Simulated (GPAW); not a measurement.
Input of a GPAW 26.7.0 run:

Contents of run.py:

```python
import numpy as np
from ase import Atoms
from ase.dft.bandgap import bandgap
from ase.io import write
from gpaw import GPAW, PW
from gpaw.response.df import DielectricFunction

atoms = Atoms(['Bi', 'Bi', 'Te', 'Te', 'Te'],
              cell=[[2.1482323364, 1.2402825177, 9.9581458525],
                    [-2.1482323364, 1.2402825177, 9.9581458525],
                    [0.0, -2.4805650355, 9.9581458525]],
              scaled_positions=[[0.6, 0.6, 0.6],
                                [0.4, 0.4, 0.4],
                                [0.7905, 0.7905, 0.7905],
                                [0.2095, 0.2095, 0.2095],
                                [0.0, 0.0, 0.0]],
              pbc=True)

calc = GPAW(mode=PW(450),
            xc='PBE',
            kpts={'size': (6, 6, 6), 'gamma': True},
            occupations={'name': 'fermi-dirac', 'width': 0.001},
            nbands=39,
            convergence={'density': 1e-06},
            maxiter=150,
            txt='gpaw.txt')
atoms.calc = calc
energy = atoms.get_potential_energy()
calc.write('gs.gpw')
write('result.traj', atoms)
print(f'Energy: {energy:.6f} eV')
print('Fermi level:', round(calc.get_fermi_level(), 4), 'eV')
print(f'Gap: {bandgap(calc)[0]:.4f} eV, direct: {bandgap(calc, direct=True)[0]:.4f} eV')

for size in [(6, 6, 6)]:
    name = 'x'.join(str(n) for n in size)
    dense = calc.fixed_density(kpts={'size': size, 'gamma': True},
                               nbands=70, convergence={'bands': 64, 'eigenstates': 1e-7},
                               update_fermi_level=True, txt=f'dense-{name}.txt')
    dense.write(f'{name}.gpw', mode='all')
    df = DielectricFunction(f'{name}.gpw', frequencies=np.array([0.0]), hilbert=False, eta=0.001,
                            ecut=80, nbands=64, intraband=False, txt=f'df-{name}.txt')
    for xc in ['RPA']:
        for direction in ['x', 'y', 'z', [0, 1, 1], [1, 0, 1], [1, 1, 0]]:
            e0, e = df.get_macroscopic_dielectric_constant(xc=xc, direction=direction)
            print(f'{name} {xc} {direction}: {e0:.4f} without, {e:.4f} with local fields')
```

Potentials or basis: GPAW PAW data sets (gpaw-data 1.2.1), pw.

The run is started by

```bash
$ OMP_NUM_THREADS=1 python run.py
```

Problem. Estimate the electronic dielectric tensor (diagonal).

Solution. 47.36, 47.36, 49.76.

Problem. Predict the band gap on the k mesh.

Solution. 0.22 eV, direct.

Electronic dielectric tensor:
```
47.36  0.00  0.00
 0.00 47.36  0.00
 0.00  0.00 49.76
```

Caveat: the gap is small at this level, which inflates the dielectric constant; the long-wavelength limit can be off by a per cent or two; spin-orbit coupling is left out, which as a rule narrows the gap of such compounds by several tenths of an eV; the program warned that so skewed a cell can give wrong results. A k mesh can miss the band edges.
